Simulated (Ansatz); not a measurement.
**H7NSiSn: rigid torsion scan in Python**

Wanted for H7NSiSn: a rigid torsion scan. SMILES: N[SiH2][SnH3].

Program: the Python package of Ansatz 0.2.0. Level of theory: PBE0/def2-SVP. These are calculated values, not measurements.

### Step 1. The structure

Bond lengths: N1–Si2 1.743 Å, Si2–Sn3 2.493 Å, N1–H4 1.002 Å, N1–H5 1.104 Å, Si2–H6 1.487 Å, Si2–H7 1.481 Å, Sn3–H8 1.726 Å, Sn3–H9 1.783 Å, Sn3–H10 1.791 Å. Angles (14 of 15 angles, heavy atoms first): N1–Si2–Sn3 107.4°, N1–Si2–H6 110.9°, N1–Si2–H7 110.7°, Sn3–Si2–H6 110.1°, Sn3–Si2–H7 109.1°, Si2–N1–H4 106.9°, Si2–N1–H5 106.8°, Si2–Sn3–H8 110.5°, Si2–Sn3–H9 110.4°, Si2–Sn3–H10 109.6°, H6–Si2–H7 108.6°, H4–N1–H5 105.0°, H8–Sn3–H9 111.9°, H8–Sn3–H10 107.6°.

No structure file is read: the coordinates are typed or built in the script.

### Step 2. The code

The input, torsion_h7nsisn.py:

```python
"""Rigid torsion scan of H7NSiSn."""

import ansatz as az
from ase import Atoms


def main() -> None:
    atoms = Atoms(["N", "Si", "Sn", "H", "H", "H", "H", "H", "H", "H"], positions=[
        (-1.6538, 0.4943, -0.7089),
        (0.0366, 0.8176, -0.4333),
        (0.9116, -0.9966, 1.0349),
        (-1.7061, -0.3644, -1.223),
        (-2.0167, 1.2685, -1.4078),
        (0.225, 2.1396, 0.2214),
        (0.7856, 0.811, -1.7115),
        (0.7523, -2.5312, 0.2619),
        (0.0947, -0.9629, 2.6192),
        (2.654, -0.7272, 1.35),
    ])

    # start the scan from a relaxed geometry
    first = (
        az.Crystal.molecule_from_ase(atoms).calculation()
        .basis(gaussian="def2-SVP")
        .functional("pbe0")
        .relax(force_tolerance=0.02, max_steps=80)
    )
    atoms.positions = first.run(threads=1).report["positions_ang"]

    start = atoms.get_dihedral(0, 1, 2, 7)
    energies = {}
    for turn in range(0, 121, 15):
        turned = atoms.copy()
        turned.set_dihedral(0, 1, 2, 7, start + turn, indices=[2, 7, 8, 9])
        model = (
            az.Crystal.molecule_from_ase(turned).calculation()
            .basis(gaussian="def2-SVP")
            .functional("pbe0")
        )
        energies[round((start + turn) % 360)] = model.run(threads=1).report["free_energy_ev"]
    floor = min(energies.values())
    print("dihedral N0-Si1-Sn2-H7 (deg)   E - E(min) (kcal/mol)")
    for angle, e in sorted(energies.items()):
        print(f"{angle:8d} {23.060548 * (e - floor):14.3f}  " + "#" * int(30 * (e - floor) / max(max(energies.values()) - floor, 1e-9)))


if __name__ == "__main__":
    main()
```

### Step 3. What the engine is handed

The package turns the script's settings into the engine's input (first run):

```yaml
crystal:
  periodic: [false, false, false]
  atoms:
    - { symbol: "N", position_ang: [-1.6538, 0.4943, -0.7089] }
    - { symbol: Si, position_ang: [0.0366, 0.8176, -0.4333] }
    - { symbol: Sn, position_ang: [0.9116, -0.9966, 1.0349] }
    - { symbol: H, position_ang: [-1.7061, -0.3644, -1.223] }
    - { symbol: H, position_ang: [-2.0167, 1.2685, -1.4078] }
    - { symbol: H, position_ang: [0.225, 2.1396, 0.2214] }
    - { symbol: H, position_ang: [0.7856, 0.811, -1.7115] }
    - { symbol: H, position_ang: [0.7523, -2.5312, 0.2619] }
    - { symbol: H, position_ang: [0.0947, -0.9629, 2.6192] }
    - { symbol: H, position_ang: [2.654, -0.7272, 1.35] }
basis:
  gaussian:
    orbitals: def2-SVP
hamiltonian:
  xc: pbe0
relax:
  f_tol: 0.02
  max_steps: 80
```

### Step 4. The run

Launch:

```
$ python torsion_h7nsisn.py
```

Standard output:

```text
dihedral N0-Si1-Sn2-H7 (deg)   E - E(min) (kcal/mol)
      51          0.000
      66          0.109  #####
      81          0.341  ###############
      96          0.564  #########################
     111          0.654  ##############################
     126          0.561  #########################
     141          0.337  ###############
     156          0.116  #####
     171          0.032  #
```

It took 84 s on 1 thread of Arm Neoverse V2, shared host; peak memory 0.27 GiB.

Lines on the test bed's own set-up are left out of the output.

### Step 5. How the relaxation of run 0 went

The steps of the relaxation:

```
step  E - E(step 1) (eV)  largest force component (eV/Å)
   1              0.0000                          2.8070
   2             -0.2088                          0.9928
   3             -0.2518                          1.0284
   4             -0.2699                          0.5971
   5             -0.3342                          0.9801
   6             -0.3518                          0.1651
   7             -0.3554                          0.0381
   8             -0.3560                          0.0062
   9             -0.3562                          0.0352
  10             -0.3561                          0.0231
  11             -0.3563                          0.0180
  12             -0.3564                          0.0110
```

Step 1 is the start. Step 10 was tried and not accepted.

Before: Bond lengths: N1–Si2 1.743 Å, Si2–Sn3 2.493 Å, N1–H4 1.002 Å, N1–H5 1.104 Å, Si2–H6 1.487 Å, Si2–H7 1.481 Å, Sn3–H8 1.726 Å, Sn3–H9 1.783 Å, Sn3–H10 1.791 Å. Angles (14 of 15 angles, heavy atoms first): N1–Si2–Sn3 107.4°, N1–Si2–H6 110.9°, N1–Si2–H7 110.7°, Sn3–Si2–H6 110.1°, Sn3–Si2–H7 109.1°, Si2–N1–H4 106.9°, Si2–N1–H5 106.8°, Si2–Sn3–H8 110.5°, Si2–Sn3–H9 110.4°, Si2–Sn3–H10 109.6°, H6–Si2–H7 108.6°, H4–N1–H5 105.0°, H8–Sn3–H9 111.9°, H8–Sn3–H10 107.6°.

After: Bond lengths: N1–Si2 1.737 Å, Si2–Sn3 2.571 Å, N1–H4 1.014 Å, N1–H5 1.015 Å, Si2–H6 1.495 Å, Si2–H7 1.505 Å, Sn3–H8 1.719 Å, Sn3–H9 1.715 Å, Sn3–H10 1.716 Å. Angles (14 of 15 angles, heavy atoms first): N1–Si2–Sn3 107.8°, N1–Si2–H6 107.3°, N1–Si2–H7 116.3°, Sn3–Si2–H6 110.4°, Sn3–Si2–H7 108.5°, Si2–N1–H4 119.2°, Si2–N1–H5 119.0°, Si2–Sn3–H8 110.4°, Si2–Sn3–H9 111.4°, Si2–Sn3–H10 112.0°, H6–Si2–H7 106.4°, H4–N1–H5 110.3°, H8–Sn3–H9 107.4°, H8–Sn3–H10 107.6°.

Run 0 is this relaxation; the runs after it count from 1.

### Step 6. What each run gave

One row for each of the 9 runs:

| run | turn (°) | energy from run 1 (eV) | SCF cycles | CPU time (s) |
| --- | --- | --- | --- | --- |
| 1 | 0 | 0.0000 | 16 | 2.9 |
| 2 | 15 | 0.0047 | 16 | 2.9 |
| 3 | 30 | 0.0148 | 16 | 2.9 |
| 4 | 45 | 0.0245 | 16 | 2.9 |
| 5 | 60 | 0.0284 | 16 | 2.9 |
| 6 | 75 | 0.0243 | 16 | 2.9 |
| 7 | 90 | 0.0146 | 16 | 3 |
| 8 | 105 | 0.0050 | 16 | 2.9 |
| 9 | 120 | 0.0014 | 16 | 2.9 |

### Step 7. Results

| quantity | value |
| --- | --- |
| runs compared | 9 |
| range of energy | 0.028 eV |
| lowest point, turn (°) | 0 |

In words: The lowest point lies at a turn of 0°, the highest 0.028 eV (2.7 kJ/mol) above it at 60°. The grid can miss the true lowest and highest points, and the rest of the molecule is held rigid. Run 0: The relaxation took 10 moves; the largest shift is 0.287 Å, of atom 7 (H). The scan is rigid and the energies are electronic, in a modest basis. With rigid groups the curve can differ much from the relaxed path, the start wasn't checked as a minimum of this torsion, and equivalent turns needn't return to the same energy. def2 sets replace the cores of elements past krypton by effective core potentials.
